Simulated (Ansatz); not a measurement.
# CH₇NO₃Si: one species, many methods

Aim: compute CH₇NO₃Si with functionals from several rungs and with coupled cluster. The yardstick is the atomisation energy at the CCSD(T) limit.

Method: functionals in def2-TZVPP, the program's frozen cores in correlated methods; program: Ansatz 0.2.0, Gaussian basis.

Plan: PBE-D4, r2SCAN-D4, PBE0-D4, B3LYP-D4, ωB97X-V, ωB97M-V, B2PLYP; CCSD(T)/def2-TZVPP; MP2/def2-QZVPP; extrapolation to the limit.

### Step 1. Structure used throughout

An earlier PBE0-D4 in a triple-zeta def2 set relaxation fixed the geometry.

SMILES `CO[Si](N)(O)O`, 13 atoms, charge 0, spin multiplicity 1.

Atoms are counted from 1 here; the program's logs count them from 0.

Bond lengths: C1–O2 1.407 Å, C1–H7 1.095 Å, C1–H8 1.097 Å, C1–H9 1.092 Å, O2–Si3 1.634 Å, Si3–N4 1.697 Å, Si3–O5 1.640 Å, Si3–O6 1.632 Å, N4–H10 1.006 Å, N4–H11 1.005 Å, O5–H12 0.958 Å, O6–H13 0.958 Å. Angles: O2–C1–H7 111.4°, O2–C1–H8 111.3°, O2–C1–H9 108.3°, H7–C1–H8 108.7°, H7–C1–H9 108.8°, H8–C1–H9 108.3°, C1–O2–Si3 124.1°, O2–Si3–N4 118.4°, O2–Si3–O5 104.7°, O2–Si3–O6 105.2°, N4–Si3–O5 107.8°, N4–Si3–O6 105.3°, O5–Si3–O6 115.9°, Si3–N4–H10 121.1°, Si3–N4–H11 122.0°, H10–N4–H11 112.4°, Si3–O5–H12 116.1°, Si3–O6–H13 115.3°.

### Step 2. PBE-D4 (GGA)

in.yaml reads:

```yaml
crystal:
  periodic: [false, false, false]
  atoms:
    - {symbol: C, position_ang: [0.639032, -1.365834, -1.289845]}
    - {symbol: O, position_ang: [-0.417373, -1.002388, -0.434000]}
    - {symbol: Si, position_ang: [-0.363794, 0.257483, 0.605107]}
    - {symbol: N, position_ang: [-0.322104, 1.829575, -0.032703]}
    - {symbol: O, position_ang: [1.014016, 0.028506, 1.463998]}
    - {symbol: O, position_ang: [-1.755422, 0.172505, 1.453562]}
    - {symbol: H, position_ang: [1.551978, -1.582832, -0.726414]}
    - {symbol: H, position_ang: [0.853820, -0.572830, -2.016102]}
    - {symbol: H, position_ang: [0.343497, -2.261722, -1.839028]}
    - {symbol: H, position_ang: [-1.150899, 2.262483, -0.402918]}
    - {symbol: H, position_ang: [0.519863, 2.230110, -0.407379]}
    - {symbol: H, position_ang: [1.228238, 0.707308, 2.105116]}
    - {symbol: H, position_ang: [-2.140863, -0.702364, 1.520606]}
basis:
  gaussian: {orbitals: def2-TZVPP}
hamiltonian: {xc: pbe, dispersion: d4}
output: {forces: true, orbitals: {seedname: orbitals}}
```

The run is started by

```sh
$ ansatz run in.yaml --threads 2 --pin off --events-out ev --progress --plain --max-ram 20480MiB --backend cuda --devices 0, --max-vram 18GiB
```

The runs that follow: r2SCAN-D4 (meta-GGA); PBE0-D4 (hybrid); B3LYP-D4 (hybrid); ωB97X-V (range-separated); ωB97M-V (range-separated); B2PLYP (double hybrid); CCSD(T) in def2-TZVPP; MP2 in def2-QZVPP.

Q: Predict the results of all the runs planned. Wanted: atomisation energy, CCSD(T)/CBS; farthest; mean size of error, hybrid; mean size of error, range-separated; gap, smallest and largest; T1 diagnostic; triples share of the correlation energy.

As calculated:

| quantity | value |
| --- | --- |
| atomisation energy, CCSD(T)/CBS | 5188.6 kJ/mol |
| functionals within 25.9 kJ/mol (0.5 %) | ωB97X-V, ωB97M-V |
| farthest | B2PLYP (-79.2 kJ/mol) |
| mean size of error, hybrid | 50.5 kJ/mol |
| mean size of error, range-separated | 8.2 kJ/mol |
| gap, smallest and largest | 5.79 eV (PBE-D4), 12.56 eV (ωB97X-V) |
| T1 diagnostic | 0.0107 |
| triples share of the correlation energy | 3.5 % |

PBE-D4 misses by +51.1 kJ/mol. Double hybrids carry the basis error of their MP2 part in triple zeta, and no dispersion term here, so their miss is partly the set-up's. The reference freezes the cores and leaves out relativity and excitations past (T), so misses under about 25.9 kJ/mol can't be ranked. Hartree-Fock recovers 70 % of the binding; the rest is correlation. Orbital gaps span 5.8 to 12.6 eV; exact exchange widens them.
